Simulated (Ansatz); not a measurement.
# CuBiSeO: the cost of one run

Computed with Ansatz 0.2.0 (DFT LDA, scalar-relativistic, plane waves, PAW).

### Step 1. The structure to begin with

Symmetry: P4/nmm, No. 129, tetragonal system. Conventional cell: a = 3.954 Å, b = 3.954 Å, c = 9.105 Å, α = 90.00°, β = 90.00°, γ = 90.00°. Around Cu (site symmetry -4m2) lie 4 Se at 2.52 Å and 4 Cu at 2.80 Å. Around Bi (site symmetry 4mm) lie 4 O at 2.35 Å. Se (site symmetry 4mm) is surrounded by 4 Cu at 2.52 Å. O (site symmetry -4m2) has 4 Bi at 2.35 Å as nearest neighbours.

Structure file:

```
CELL_PARAMETERS angstrom
3.95370 0.00000 0.00000
0.00000 3.95370 0.00000
0.00000 0.00000 9.10515
ATOMIC_POSITIONS crystal
Cu 0.00000 0.00000 0.50000
Cu 0.50000 0.50000 0.50000
Bi 0.00000 0.50000 0.86057
Bi 0.50000 0.00000 0.13943
Se 0.50000 0.00000 0.67248
Se 0.00000 0.50000 0.32752
O 0.50000 0.50000 0.00000
O 0.00000 0.00000 0.00000
```

It goes back to an entry of the Materials Project.

This cell was relaxed beforehand with the same method: volume 17.79 Å³/atom, gap on the mesh 0.26 eV.

### Step 2. The cell under LDA

input.yaml

```yaml
crystal:
  lattice:
    - [3.9536982682, 0.0, 0.0]
    - [0.0, 3.9536982682, 0.0]
    - [0.0, 0.0, 9.1051497192]
  atoms:
    - { symbol: Cu, position: [0.0, 0.0, 0.5] }
    - { symbol: Cu, position: [0.5, 0.5, 0.5] }
    - { symbol: Bi, position: [0.0, 0.5, 0.8605673664] }
    - { symbol: Bi, position: [0.5, 0.0, 0.1394326336] }
    - { symbol: Se, position: [0.5, 0.0, 0.6724786401] }
    - { symbol: Se, position: [0.0, 0.5, 0.3275213599] }
    - { symbol: O, position: [0.5, 0.5, 0.0] }
    - { symbol: O, position: [0.0, 0.0, 0.0] }
basis:
  ecutwfc: 420
kpoints:
  mp_grid: { grid: [10, 10, 4] }
hamiltonian:
  xc: lda
scf:
  occupations: { method: gaussian, width: 0.01 }
output:
  forces: true
  stress: true
  eigenvalues: true
relax:
  adjacent_minimum: "off"
  f_tol: 0.005
  max_steps: 50
  cell: { stress_tol: 0.05 }
```

Command:

```sh
ansatz run input.yaml --threads 2 --pin off --max-ram 5120MiB --backend cpu --events-out ev --progress --plain --runs-dir out
```

What time and memory should one allow on 2 threads of AMD EPYC 9B45 (Zen 5), shared host?

About 52 s, with a peak of 0.83 GiB.
